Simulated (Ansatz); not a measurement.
# CH₉InOSSi₂: taking an electron away

One table from this session's results is given with a row withheld; the runs are named, their logs left out.

Computed with Ansatz 0.2.0, Gaussian basis. Level: unrestricted cation, the program's frozen cores in correlated methods.

Plan: UKS PBE-D4/def2-TZVPP; UKS r2SCAN-D4/def2-TZVPP; UKS PBE0-D4/def2-TZVPP; UKS B3LYP-D4/def2-TZVPP; UKS wB97X-V/def2-TZVPP; UKS wB97M-V/def2-TZVPP; UKS B2PLYP/def2-TZVPP; UHF-CCSD(T)/def2-TZVPP; UHF-MP2/def2-QZVPP; extrapolation to the limit; then −ε(HOMO) from the neutral's earlier runs with LDA (SPW92), PBE-D4, revPBE-D4, BLYP-D4, r2SCAN-D4, B97M-V, PBE0-D4, B3LYP-D4, r2SCANh-D4, r2SCAN0-D4, HSE06-D4, BHLYP-D4, CAM-B3LYP-D4, LC-ωPBE, ωB97X-V, ωB97M-V.

1 further run of the same task is left out (for a known fault of the program).

### The relaxed structure

All runs share one geometry, relaxed beforehand with PBE0-D4 in a triple-zeta def2 set. In takes the def2 core potential; no spin-orbit term is included.

15 atoms, charge 0, spin multiplicity 1.

Atoms are counted from 1 here; the program's logs count them from 0.

Bond lengths: Si1–Si2 2.345 Å, Si1–H7 1.482 Å, Si1–H8 1.494 Å, Si1–H9 1.484 Å, Si2–O3 1.688 Å, Si2–H10 1.489 Å, Si2–H11 1.484 Å, O3–C4 1.441 Å, C4–S5 1.807 Å, C4–H12 1.091 Å, C4–H13 1.094 Å, S5–In6 2.469 Å, In6–H14 1.715 Å, In6–H15 1.714 Å. Angles: Si2–Si1–H7 112.3°, Si2–Si1–H8 104.9°, Si2–Si1–H9 111.3°, H7–Si1–H8 108.5°, H7–Si1–H9 111.5°, H8–Si1–H9 108.0°, Si1–Si2–O3 113.2°, Si1–Si2–H10 110.2°, Si1–Si2–H11 112.5°, O3–Si2–H10 107.4°, O3–Si2–H11 103.7°, H10–Si2–H11 109.5°, Si2–O3–C4 117.5°, O3–C4–S5 109.1°, O3–C4–H12 106.3°, O3–C4–H13 110.7°, S5–C4–H12 111.7°, S5–C4–H13 110.0° and more.

Coordinates:

```xyz
15

Si   -0.5900   -1.6825    1.3568
Si    0.7847   -1.1644   -0.4704
O     0.7969    0.4811   -0.8474
C     1.0235    1.4091    0.2314
S    -0.5607    1.8363    0.9878
In   -1.3399    1.6026   -1.3429
H    -2.0081   -1.3252    1.1136
H    -0.4938   -3.1667    1.5000
H    -0.0799   -1.0667    2.6067
H     2.1903   -1.5675   -0.1883
H     0.3264   -1.8100   -1.7256
H     1.5081    2.2807   -0.2106
H     1.6910    0.9740    0.9817
H    -0.7200    2.8052   -2.3963
H    -2.5285    0.3940   -1.5966
```

The first run:

File in.yaml:

```yaml
crystal:
  periodic: [false, false, false]
  atoms:
    - {symbol: Si, position_ang: [-0.590024, -1.682507, 1.356837]}
    - {symbol: Si, position_ang: [0.784715, -1.164358, -0.470369]}
    - {symbol: O, position_ang: [0.796892, 0.481078, -0.847358]}
    - {symbol: C, position_ang: [1.023516, 1.409078, 0.231416]}
    - {symbol: S, position_ang: [-0.560721, 1.836306, 0.987758]}
    - {symbol: In, position_ang: [-1.339880, 1.602562, -1.342941]}
    - {symbol: H, position_ang: [-2.008086, -1.325187, 1.113578]}
    - {symbol: H, position_ang: [-0.493813, -3.166739, 1.500034]}
    - {symbol: H, position_ang: [-0.079888, -1.066671, 2.606680]}
    - {symbol: H, position_ang: [2.190329, -1.567520, -0.188250]}
    - {symbol: H, position_ang: [0.326400, -1.809951, -1.725573]}
    - {symbol: H, position_ang: [1.508134, 2.280667, -0.210596]}
    - {symbol: H, position_ang: [1.690986, 0.974033, 0.981729]}
    - {symbol: H, position_ang: [-0.720033, 2.805172, -2.396305]}
    - {symbol: H, position_ang: [-2.528508, 0.394036, -1.596640]}
basis:
  gaussian: {orbitals: def2-TZVPP}
total_charge: 1
magnetization: {spin_polarized: true, initial_magnetization: 1}
hamiltonian: {xc: pbe, dispersion: d4}
```

Launch:

```
ansatz run in.yaml --threads 2 --pin off --events-out ev --progress --plain --max-ram 32768MiB --backend cuda --devices 0, --max-vram 18GiB
```

Steps of the session up to this table: Cation, UKS PBE-D4/def2-TZVPP; Cation, UKS r2SCAN-D4/def2-TZVPP; Cation, UKS PBE0-D4/def2-TZVPP; Cation, UKS B3LYP-D4/def2-TZVPP; Cation, UKS wB97X-V/def2-TZVPP; Cation, UKS wB97M-V/def2-TZVPP; Cation, UKS B2PLYP (frozen core)/def2-TZVPP; Cation, UHF-CCSD(T)/def2-TZVPP; Cation, UHF-MP2/def2-QZVPP.

One of the session's tables, all rows but one given; the rest of the session is left out.

It belongs to the step «Ionisation energies side by side». For comparison, −ε(HOMO) of the neutral from earlier runs:

| functional | −ε(HOMO) (eV) |
| --- | --- |
| LDA (SPW92) | 5.63 |
| PBE-D4 | 5.51 |
| revPBE-D4 | 5.46 |
| BLYP-D4 | 5.35 |
| r2SCAN-D4 | 5.74 |
| B97M-V | 5.88 |
| PBE0-D4 | 6.65 |
| B3LYP-D4 | 6.42 |
| r2SCANh-D4 | 6.16 |
| r2SCAN0-D4 | 6.80 |
| HSE06-D4 | 6.25 |
| BHLYP-D4 | 7.68 |
| CAM-B3LYP-D4 | 7.92 |
| LC-ωPBE | ? |
| ωB97X-V | 8.95 |
| ωB97M-V | 8.80 |

Q: Estimate the row for LC-ωPBE from the others.

**Answer.** −ε(HOMO) (eV): 9.27. In the column «−ε(HOMO) (eV)» it is the highest.
